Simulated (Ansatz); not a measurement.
# One shape, several levels: doublet [SnSiH6]+

We compute a comparison of 6 runs (UHF/STO-3G, U-revPBE/def2-SVPD, UBHLYP/def2-SVPD, UCAM-B3LYP/def2-SVPD, UPBE0/def2-SVPD, UMP2/def2-SVPD) of doublet [SnSiH6]+. 

The calculation is run with Ansatz 0.2.0.

45 further runs of the same task are left out: 45 set aside as unsound or not needed.

## Step 1: The structure to begin with

[SnSiH6]+: 8 atoms, total charge +1, spin state doublet. As SMILES of the parent species, `[SiH3][SnH3]`. Geometry: relaxed at PBE0-D4/def2-TZVP. That shape belongs to the parent species and isn't relaxed for this state.

Bond lengths: Si1–Sn2 2.560 Å, Si1–H3 1.487 Å, Si1–H4 1.487 Å, Si1–H5 1.487 Å, Sn2–H6 1.708 Å, Sn2–H7 1.708 Å, Sn2–H8 1.708 Å. Some angles: Si1–Sn2–H6 110.7°, Si1–Sn2–H7 110.8°, Si1–Sn2–H8 110.8°, Sn2–Si1–H3 110.2°, Sn2–Si1–H4 110.2°, Sn2–Si1–H5 110.2°, H6–Sn2–H7 108.2°, H6–Sn2–H8 108.2°, H7–Sn2–H8 108.2°, H3–Si1–H4 108.8°.

## Step 2: A single-point energy at UHF/STO-3G (run 1)

run.yaml

```yaml
crystal:
  periodic: [false, false, false]
  atoms:
    - {symbol: Si, position_ang: [-0.621900, 0.121300, -1.152100]}
    - {symbol: Sn, position_ang: [0.611700, -0.129400, 1.077500]}
    - {symbol: H, position_ang: [-2.070400, 0.355200, -0.912500]}
    - {symbol: H, position_ang: [-0.465000, -1.112000, -1.967300]}
    - {symbol: H, position_ang: [-0.071600, 1.272400, -1.915300]}
    - {symbol: H, position_ang: [0.450400, 1.285900, 2.019300]}
    - {symbol: H, position_ang: [2.276200, -0.410700, 0.820500]}
    - {symbol: H, position_ang: [-0.017200, -1.439600, 1.974000]}
basis:
  gaussian: {orbitals: STO-3G}
magnetization: {spin_polarized: true, initial_magnetization: 1}
hamiltonian: {xc: hf}
output: {orbitals: {seedname: orbitals}}
total_charge: 1
accuracy: high
```

Run with:

```sh
ansatz run run.yaml --threads 1 --pin off --max-ram 3480MiB --events-out events.jsonl --progress --plain --runs-dir runs
```

The log of the run:

```text
Warning: RAYON_NUM_THREADS=1 ignored (pool sized by the plan → 1); use --threads N
Functional definition: HF
  name "HF"
  exchange = exact_x
  correlation = 0
788 factors; integrals over basis functions are off by at most 4.6e-9 eV
mean field evaluation 1: about -170128.4071 eV, gradient 7.4e0 eV
mean field evaluation 2: about -170128.3879 eV, gradient 7.4e0 eV
mean field evaluation 4: about -170128.9837 eV, gradient 4.5e-1 eV
mean field evaluation 8: about -170128.9889 eV, gradient 1.3e-6 eV
mean field -170128.98892359 eV, -6252.1250253716 hartree, gradient 8.0e-8 eV, S^2 0.752335; 0 other end points of the search recorded, 0 dependent functions left out
reference -170128.98892359 eV, -6252.1250253716 hartree; 35, 34 occupied and 7, 8 virtual orbitals, 788 factors
Total energy: -170128.98892359 eV, -6252.1250253716 hartree
```

Wall time 1.6 s (1 thread of Intel Xeon Platinum 8259CL at 2.50GHz (Skylake/Cascade Lake), shared host); peak memory 0.14 GiB.

## Step 3: A single-point energy at U-revPBE/def2-SVPD (core potential) (run 2)

in.yaml

```yaml
crystal:
  periodic: [false, false, false]
  atoms:
    - {symbol: Si, position_ang: [-0.621900, 0.121300, -1.152100]}
    - {symbol: Sn, position_ang: [0.611700, -0.129400, 1.077500]}
    - {symbol: H, position_ang: [-2.070400, 0.355200, -0.912500]}
    - {symbol: H, position_ang: [-0.465000, -1.112000, -1.967300]}
    - {symbol: H, position_ang: [-0.071600, 1.272400, -1.915300]}
    - {symbol: H, position_ang: [0.450400, 1.285900, 2.019300]}
    - {symbol: H, position_ang: [2.276200, -0.410700, 0.820500]}
    - {symbol: H, position_ang: [-0.017200, -1.439600, 1.974000]}
basis:
  gaussian:
    orbitals: def2-SVPD
magnetization:
  spin_polarized: true
  initial_magnetization: 1
hamiltonian:
  xc: {name: revPBE}
accuracy: high
total_charge: 1
output: {orbitals: {seedname: orbitals}}
```

Run with:

```sh
ansatz run in.yaml --threads 1 --pin off --max-ram 3480MiB --events-out events.jsonl --progress --plain --runs-dir runs
```

The log of the run:

```text
Warning: RAYON_NUM_THREADS=1 ignored (pool sized by the plan → 1); use --threads N
Functional definition: revPBE
  name "revPBE"
  parameter kappa = 1.245
  parameter beta = 0.06672455060314922
  exchange = pbe_x(kappa = kappa, mu = beta*pi^2/3)
  correlation = pbe_c(beta = beta)
2257 factors; integrals over basis functions are off by at most 3.7e-9 eV
mean field evaluation 1: about -13792.2089 eV, gradient 1.1e1 eV
mean field evaluation 2: about -13792.7322 eV, gradient 8.0e0 eV
mean field evaluation 4: about -13793.2553 eV, gradient 4.4e-1 eV
mean field evaluation 8: about -13793.2501 eV, gradient 5.3e-2 eV
mean field evaluation 16: about -13793.2501 eV, gradient 3.3e-5 eV
mean field evaluation 32: about -13792.4402 eV, gradient 5.2e0 eV
mean field -13793.25012032 eV, -506.8925925210 hartree, gradient 6.5e-8 eV, S^2 0.751812; 6 other end points of the search recorded, 0 dependent functions left out
reference -13793.25012652 eV, -506.8925927487 hartree; 21, 20 occupied and 83, 84 virtual orbitals, 2257 factors
Total energy: -13793.25012652 eV, -506.8925927487 hartree
```

Wall time 17 s (1 thread of Intel Xeon Platinum 8259CL at 2.50GHz (Skylake/Cascade Lake), shared host); peak memory 0.42 GiB.

Runs 3 to 5 aren't shown in full; the table further down has their settings and results.

## Step 4: A single-point energy at UMP2/def2-SVPD (core potential) (run 6)

input.yaml

```yaml
crystal:
  periodic: [false, false, false]
  atoms:
    - {symbol: Si, position_ang: [-0.621900, 0.121300, -1.152100]}
    - {symbol: Sn, position_ang: [0.611700, -0.129400, 1.077500]}
    - {symbol: H, position_ang: [-2.070400, 0.355200, -0.912500]}
    - {symbol: H, position_ang: [-0.465000, -1.112000, -1.967300]}
    - {symbol: H, position_ang: [-0.071600, 1.272400, -1.915300]}
    - {symbol: H, position_ang: [0.450400, 1.285900, 2.019300]}
    - {symbol: H, position_ang: [2.276200, -0.410700, 0.820500]}
    - {symbol: H, position_ang: [-0.017200, -1.439600, 1.974000]}
basis:
  gaussian: {orbitals: def2-SVPD}
total_charge: 1
magnetization: {spin_polarized: true, initial_magnetization: 1}
correlation: {method: mp2, frozen_orbitals: {H: 0, Si: 5, Sn: 4}}
accuracy: high
```

Run with:

```sh
ansatz run input.yaml --threads 1 --pin off --max-ram 3480MiB --events-out events.jsonl --progress --plain --runs-dir runs
```

The log of the run:

```text
Warning: RAYON_NUM_THREADS=1 ignored (pool sized by the plan → 1); use --threads N
[... 4 set-up lines as earlier in the session ...]
2257 factors; integrals over basis functions are off by at most 3.7e-9 eV
mean field evaluation 1: about -13748.9597 eV, gradient 9.1e0 eV
mean field evaluation 2: about -13748.9992 eV, gradient 9.1e0 eV
mean field evaluation 4: about -13750.0639 eV, gradient 9.4e-1 eV
mean field evaluation 8: about -13750.0754 eV, gradient 1.6e-3 eV
mean field -13750.07542090 eV, -505.3059515822 hartree, gradient 6.7e-8 eV, S^2 0.757751; 0 other end points of the search recorded, 0 dependent functions left out
9 core orbitals not correlated: weight in the atoms' cores, before any rotation towards them, 1.000 or more for the frozen orbitals, at most 0.000 for the correlated occupied ones
reference -13750.07542090 eV, -505.3059515822 hartree; 12, 11 occupied and 83, 84 virtual orbitals, 2257 factors
second order -5.94135851 eV of doubles, -0.00000000 eV of singles
Total energy: -13756.01677941 eV, -505.5242924804 hartree
```

Wall time 8.4 s (1 thread of Intel Xeon Platinum 8259CL at 2.50GHz (Skylake/Cascade Lake), shared host); peak memory 0.4 GiB.

## Step 5: Overview of the runs

| run | level | core potential | frozen core orbitals | energy (Eh) | HOMO energy (eV) | LUMO energy (eV) | ⟨S²⟩ | wall time |
| --- | --- | --- | --- | --- | --- | --- | --- | --- |
| 1 | UHF/STO-3G | none | – | -6252.125025 | -15.91 | -7.16 | 0.752 | 1.6 s |
| 2 | U-revPBE/def2-SVPD (core potential) | def2-SVPD | – | -506.892593 | -13.30 | -12.65 | 0.752 | 17 s |
| 3 | UBHLYP/def2-SVPD (core potential) | def2-SVPD | – | -506.825473 | -15.53 | -11.20 | 0.754 | 21 s |
| 4 | UCAM-B3LYP/def2-SVPD (core potential) | def2-SVPD | – | -506.880228 | -15.78 | -11.00 | 0.753 | 24 s |
| 5 | UPBE0/def2-SVPD (core potential) | def2-SVPD | – | -506.778651 | -14.46 | -12.00 | 0.753 | 21 s |
| 6 | UMP2/def2-SVPD (core potential) | def2-SVPD | 9 | -505.524292 | – | – | 0.758 | 8.4 s |

## Step 6: What came out

| quantity | value |
| --- | --- |
| run 6: total energy | -505.52429 Eh |
| run 6: correlation energy (9 core orbitals frozen) | -218.3 mEh |
| run 6: ⟨S²⟩ of the reference determinant | 0.758 |

Totals of different functionals can't be ranked against each other. Some runs of one species differ in core potentials or relativity; totals across that change don't compare. In run 1 the basis is minimal, so the values are rough. In run 1 relativity is left out where basis or elements ask for it. All runs together took 93 s, the longest 24 s.
